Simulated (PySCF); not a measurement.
# As: dipole response in aug-cc-pwCVDZ-PP with ECP10

Aim: the static polarisability and the C₆ coefficient of As, method by method.

Program: PySCF 2.14.0. Level of theory: unrestricted determinants in a Gaussian basis, no spin-orbit coupling in the energies. These are calculated values, not measurements, unless marked.

### 1 The system

- Element: arsenic (Z = 33)
- Basis: aug-cc-pwCVDZ-PP with ECP10MDF
- Hamiltonian: scalar relativity through the core potential
- State 1: As: [Ar] 3d10 4s2 4p3, high-spin 4S determinant
- Methods: UHF, PBE, PBE0, TPSS, PW91

The outer shells:

As [Ar] 3d10 4s2 4p3
```
[Ar] core
3d [↑↓][↑↓][↑↓][↑↓][↑↓]
4s [↑↓]
4p [↑ ][↑ ][↑ ]
```

One driver process ran all states and methods and kept the integrals in memory. Each run is shown as a PySCF script that sums up its settings (the driver passes frozen orbitals as a list and adds second-order terms of double hybrids); the logs are those of the runs themselves. The driver starts from symmetry-adapted Hartree-Fock orbitals, holds the occupation by maximum overlap and uses a logarithmic radial grid for functionals, so a plain start would take other cycles.

The integrals over 48 functions and the set-up took 0.18 s of CPU time.

### 2 As: the ladder of methods

**UHF**

File input.py:

```python
from pyscf import gto, scf, dft, mp, cc
import basis_set_exchange as bse
txt = bse.get_basis("aug-cc-pwCVDZ-PP", elements=["As"], fmt="nwchem", header=False)
cut = txt.index("\nECP")
mol = gto.M(atom="As 0 0 0", charge=0, spin=3, symmetry="D2h",
            basis=gto.basis.parse(txt[:cut]),
            ecp={"As": gto.basis.parse_ecp(txt[cut:])})
mf = scf.UHF(mol)
mf.irrep_nelec = {'Ag': (4, 4), 'B1g': (1, 1), 'B2g': (1, 1), 'B3g': (1, 1), 'B1u': (2, 1), 'B2u': (2, 1), 'B3u': (2, 1)}
mf.kernel()
```

Standard output:

```text
damping factor = 0
level_shift factor = 0
DIIS = <class 'pyscf.scf.diis.CDIIS'>
diis_start_cycle = 1
diis_space = 10
diis_damp = 0
SCF conv_tol = 1e-09
SCF conv_tol_grad = None
number electrons alpha = 13  beta = 10
cycle= 1 E= -331.198330789515  delta_E= -1.82e-12  |g|= 7.96e-07  |ddm|= 5.75e-06
converged SCF energy = -331.198330789515  <S^2> = 3.7510549  2S+1 = 4.0005274
```

CPU time 0.78 s on a shared host, the integrals not counted.

The occupied shells:

| shell | electrons | mean orbital energy (eV) | spread (eV) | rms radius (bohr) |
| --- | --- | --- | --- | --- |
| 3s α | 1 | -220.37 | 0 | 0.641 |
| 3s β | 1 | -219.93 | 0 | 0.641 |
| 3p α | 3 | -163.63 | 0 | 0.668 |
| 3p β | 3 | -163.12 | 0 | 0.668 |
| 3d α | 5 | -56.614 | 0 | 0.745 |
| 3d β | 5 | -56.302 | 0 | 0.745 |
| 4s α | 1 | -22.674 | 0 | 2.14 |
| 4s β | 1 | -15.649 | 0 | 2.14 |
| 4p α | 3 | -10.049 | 0 | 2.71 |

⟨S²⟩ = 3.751, ⟨L²⟩ = 0.00.

The driver then solved the coupled dipole response at imaginary frequencies: mean α = 29.52 bohr³, C₆ = 252.9 au for a like pair.

Energies and moments cover only the electrons outside the core potential.

**PBE**

input.py differs from the last one in:

```diff
@@ -7,3 +7,3 @@
             ecp={"As": gto.basis.parse_ecp(txt[cut:])})
-mf = scf.UHF(mol)
+mf = dft.UKS(mol, xc="PBE")
 mf.irrep_nelec = {'Ag': (4, 4), 'B1g': (1, 1), 'B2g': (1, 1), 'B3g': (1, 1), 'B1u': (2, 1), 'B2u': (2, 1), 'B3u': (2, 1)}
```

Standard output:

```text
damping factor = 0
level_shift factor = 0
DIIS = <class 'pyscf.scf.diis.CDIIS'>
diis_start_cycle = 1
diis_space = 10
diis_damp = 0
SCF conv_tol = 1e-09
SCF conv_tol_grad = None
number electrons alpha = 13  beta = 10
XC functionals = PBE
    J. P. Perdew, K. Burke, and M. Ernzerhof.,  Phys. Rev. Lett. 77, 3865 (1996)
    J. P. Perdew, K. Burke, and M. Ernzerhof.,  Phys. Rev. Lett. 78, 1396 (1997)
    J. P. Perdew, K. Burke, and M. Ernzerhof.,  Phys. Rev. Lett. 77, 3865 (1996)
    J. P. Perdew, K. Burke, and M. Ernzerhof.,  Phys. Rev. Lett. 78, 1396 (1997)
cycle= 1 E= -332.403066859501  delta_E= -0.0102  |g|= 0.108  |ddm|= 1.14
cycle= 2 E= -332.402589928968  delta_E= 0.000477  |g|= 0.124  |ddm|= 0.274
cycle= 3 E= -332.404313482182  delta_E= -0.00172  |g|= 0.00421  |ddm|= 0.174
cycle= 4 E= -332.404320838777  delta_E= -7.36e-06  |g|= 4.89e-05  |ddm|= 0.015
cycle= 5 E= -332.404320839396  delta_E= -6.19e-10  |g|= 2.66e-06  |ddm|= 0.000125
converged SCF energy = -332.404320839396  <S^2> = 3.7505045  2S+1 = 4.0002522
```

CPU time 1.8 s on a shared host, the integrals not counted.

The driver then solved the coupled dipole response at imaginary frequencies: mean α = 32.17 bohr³, C₆ = 278.1 au for a like pair.

**PBE0**

input.py differs from the last one in:

```diff
@@ -7,3 +7,3 @@
             ecp={"As": gto.basis.parse_ecp(txt[cut:])})
-mf = dft.UKS(mol, xc="PBE")
+mf = dft.UKS(mol, xc="PBE0")
 mf.irrep_nelec = {'Ag': (4, 4), 'B1g': (1, 1), 'B2g': (1, 1), 'B3g': (1, 1), 'B1u': (2, 1), 'B2u': (2, 1), 'B3u': (2, 1)}
```

Standard output:

```text
damping factor = 0
level_shift factor = 0
DIIS = <class 'pyscf.scf.diis.CDIIS'>
diis_start_cycle = 1
diis_space = 10
diis_damp = 0
SCF conv_tol = 1e-09
SCF conv_tol_grad = None
number electrons alpha = 13  beta = 10
XC functionals = PBE0
    C. Adamo and V. Barone.,  J. Chem. Phys. 110, 6158 (1999)
    M. Ernzerhof and G. E. Scuseria.,  J. Chem. Phys. 110, 5029 (1999)
cycle= 1 E= -332.373414900148  delta_E= -0.00589  |g|= 0.0576  |ddm|= 0.766
cycle= 2 E= -332.373439360983  delta_E= -2.45e-05  |g|= 0.0552  |ddm|= 0.154
cycle= 3 E= -332.373775357742  delta_E= -0.000336  |g|= 0.00216  |ddm|= 0.0754
cycle= 4 E= -332.373776511411  delta_E= -1.15e-06  |g|= 0.000196  |ddm|= 0.007
cycle= 5 E= -332.373776528079  delta_E= -1.67e-08  |g|= 1.13e-05  |ddm|= 0.000595
cycle= 6 E= -332.373776528148  delta_E= -6.88e-11  |g|= 7.58e-07  |ddm|= 3.78e-05
converged SCF energy = -332.373776528148  <S^2> = 3.7505557  2S+1 = 4.0002778
```

CPU time 2.3 s on a shared host, the integrals not counted.

The driver then solved the coupled dipole response at imaginary frequencies: mean α = 30.89 bohr³, C₆ = 265.3 au for a like pair.

**TPSS**

input.py differs from the last one in:

```diff
@@ -7,3 +7,3 @@
             ecp={"As": gto.basis.parse_ecp(txt[cut:])})
-mf = dft.UKS(mol, xc="PBE0")
+mf = dft.UKS(mol, xc="TPSS")
 mf.irrep_nelec = {'Ag': (4, 4), 'B1g': (1, 1), 'B2g': (1, 1), 'B3g': (1, 1), 'B1u': (2, 1), 'B2u': (2, 1), 'B3u': (2, 1)}
```

Standard output:

```text
damping factor = 0
level_shift factor = 0
DIIS = <class 'pyscf.scf.diis.CDIIS'>
diis_start_cycle = 1
diis_space = 10
diis_damp = 0
SCF conv_tol = 1e-09
SCF conv_tol_grad = None
number electrons alpha = 13  beta = 10
XC functionals = TPSS
    J. Tao, J. P. Perdew, V. N. Staroverov, and G. E. Scuseria.,  Phys. Rev. Lett. 91, 146401 (2003)
    J. P. Perdew, J. Tao, V. N. Staroverov, and G. E. Scuseria.,  J. Chem. Phys. 120, 6898 (2004)
    J. Tao, J. P. Perdew, V. N. Staroverov, and G. E. Scuseria.,  Phys. Rev. Lett. 91, 146401 (2003)
    J. P. Perdew, J. Tao, V. N. Staroverov, and G. E. Scuseria.,  J. Chem. Phys. 120, 6898 (2004)
cycle= 1 E= -332.327679031378  delta_E= -0.00947  |g|= 0.104  |ddm|= 1.04
cycle= 2 E= -332.327248874191  delta_E= 0.00043  |g|= 0.118  |ddm|= 0.254
cycle= 3 E= -332.328825675701  delta_E= -0.00158  |g|= 0.00354  |ddm|= 0.16
cycle= 4 E= -332.328830306839  delta_E= -4.63e-06  |g|= 5.09e-05  |ddm|= 0.0117
cycle= 5 E= -332.328830307299  delta_E= -4.61e-10  |g|= 3.33e-06  |ddm|= 0.000176
converged SCF energy = -332.328830307299  <S^2> = 3.7508118  2S+1 = 4.0004059
```

It used 5.7 s of CPU time after the integrals (shared host).

The driver then solved the coupled dipole response at imaginary frequencies: mean α = 31.73 bohr³, C₆ = 276.9 au for a like pair.

**PW91**

input.py differs from the last one in:

```diff
@@ -7,3 +7,3 @@
             ecp={"As": gto.basis.parse_ecp(txt[cut:])})
-mf = dft.UKS(mol, xc="TPSS")
+mf = dft.UKS(mol, xc="PW91,PW91")
 mf.irrep_nelec = {'Ag': (4, 4), 'B1g': (1, 1), 'B2g': (1, 1), 'B3g': (1, 1), 'B1u': (2, 1), 'B2u': (2, 1), 'B3u': (2, 1)}
```

Standard output:

```text
damping factor = 0
level_shift factor = 0
DIIS = <class 'pyscf.scf.diis.CDIIS'>
diis_start_cycle = 1
diis_space = 10
diis_damp = 0
SCF conv_tol = 1e-09
SCF conv_tol_grad = None
number electrons alpha = 13  beta = 10
XC functionals = PW91,PW91
    J. P. Perdew. In P. Ziesche and H. Eschrig, editors, Proceedings of the 75. WE-Heraeus-Seminar and 21st Annual International Symposium on Electronic Structure of Solids, 11. Berlin, 1991. Akademie Verlag.
    J. P. Perdew, J. A. Chevary, S. H. Vosko, K. A. Jackson, M. R. Pederson, D. J. Singh, and C. Fiolhais.,  Phys. Rev. B 46, 6671 (1992)
    J. P. Perdew, J. A. Chevary, S. H. Vosko, K. A. Jackson, M. R. Pederson, D. J. Singh, and C. Fiolhais.,  Phys. Rev. B 48, 4978 (1993)
    J. P. Perdew. In P. Ziesche and H. Eschrig, editors, Proceedings of the 75. WE-Heraeus-Seminar and 21st Annual International Symposium on Electronic Structure of Solids, 11. Berlin, 1991. Akademie Verlag.
    J. P. Perdew, J. A. Chevary, S. H. Vosko, K. A. Jackson, M. R. Pederson, D. J. Singh, and C. Fiolhais.,  Phys. Rev. B 46, 6671 (1992)
    J. P. Perdew, J. A. Chevary, S. H. Vosko, K. A. Jackson, M. R. Pederson, D. J. Singh, and C. Fiolhais.,  Phys. Rev. B 48, 4978 (1993)
cycle= 1 E= -332.524128811406  delta_E= -0.0106  |g|= 0.104  |ddm|= 1.21
cycle= 2 E= -332.523769700533  delta_E= 0.000359  |g|= 0.117  |ddm|= 0.257
cycle= 3 E= -332.525280250546  delta_E= -0.00151  |g|= 0.00487  |ddm|= 0.164
cycle= 4 E= -332.525289893526  delta_E= -9.64e-06  |g|= 6.16e-05  |ddm|= 0.0171
cycle= 5 E= -332.525289894535  delta_E= -1.01e-09  |g|= 2.43e-06  |ddm|= 0.000164
cycle= 6 E= -332.525289894537  delta_E= -1.99e-12  |g|= 2.55e-07  |ddm|= 7.86e-06
converged SCF energy = -332.525289894537  <S^2> = 3.7505396  2S+1 = 4.0002698
```

It used 1.9 s of CPU time after the integrals (shared host).

The driver then solved the coupled dipole response at imaginary frequencies: mean α = 32.25 bohr³, C₆ = 278.5 au for a like pair.

Radial density 4πr²ρ of As at UHF, the electrons outside the core potential:

| r (bohr) | density | spin density |
| --- | --- | --- |
| 0.000667 | 1.15e-05 | 0.000 |
| 0.00112 | 3.24e-05 | 0.000 |
| 0.00189 | 9.13e-05 | 0.000 |
| 0.00317 | 0.000255 | 0.000 |
| 0.00534 | 0.000699 | 0.000 |
| 0.00898 | 0.00181 | 0.000 |
| 0.0151 | 0.00411 | 0.000 |
| 0.0254 | 0.00778 | 0.000 |
| 0.0427 | 0.0175 | 0.000 |
| 0.0719 | 0.104 | 0.000 |
| 0.121 | 0.915 | -0.002 |
| 0.203 | 5.57 | 0.000 |
| 0.342 | 21.2 | 0.105 |
| 0.575 | 29.0 | 0.093 |
| 0.968 | 9.29 | 0.130 |
| 1.63 | 3.07 | 1.217 |
| 2.74 | 1.50 | 1.034 |
| 4.61 | 0.189 | 0.164 |
| 7.75 | 0.00137 | 0.001 |

### 3 Polarisabilities and C₆

As, in atomic units:

| method | mean α | C₆ (like pair) | S(−4) |
| --- | --- | --- | --- |
| UHF | 29.52 | 252.9 | 237.3 |
| PBE | 32.17 | 278.1 | 327.7 |
| PBE0 | 30.89 | 265.3 | 283.6 |
| TPSS | 31.73 | 276.9 | 301.7 |
| PW91 | 32.25 | 278.5 | 332.8 |

Reference α: 30 ± 1 bohr³ (recommended; Schwerdtfeger and Nagle, table of static dipole polarizabilities (2023 update)). Published C₆: 246.0 (Chu and Dalgarno (2004); Tang, Norbeck and Certain (1976)).

α(iu) at PW91:

| u (hartree) | α(iu) (bohr³) |
| --- | --- |
| 0 | 32.25 |
| 0.0500 | 31.45 |
| 0.100 | 29.36 |
| 0.200 | 23.73 |
| 0.300 | 18.48 |
| 0.500 | 11.27 |
| 0.750 | 6.638 |
| 1.00 | 4.332 |
| 1.50 | 2.295 |
| 2.00 | 1.462 |
| 3.00 | 0.7973 |
| 5.00 | 0.3930 |

### 4 Summary of results

| quantity | value |
| --- | --- |
| α of As | 29.52 (UHF) to 32.25 (PW91) bohr³; reference 30.00 |

In words: For As UHF is nearest the reference (-2 %). The basis is finite, and no extrapolation was made.
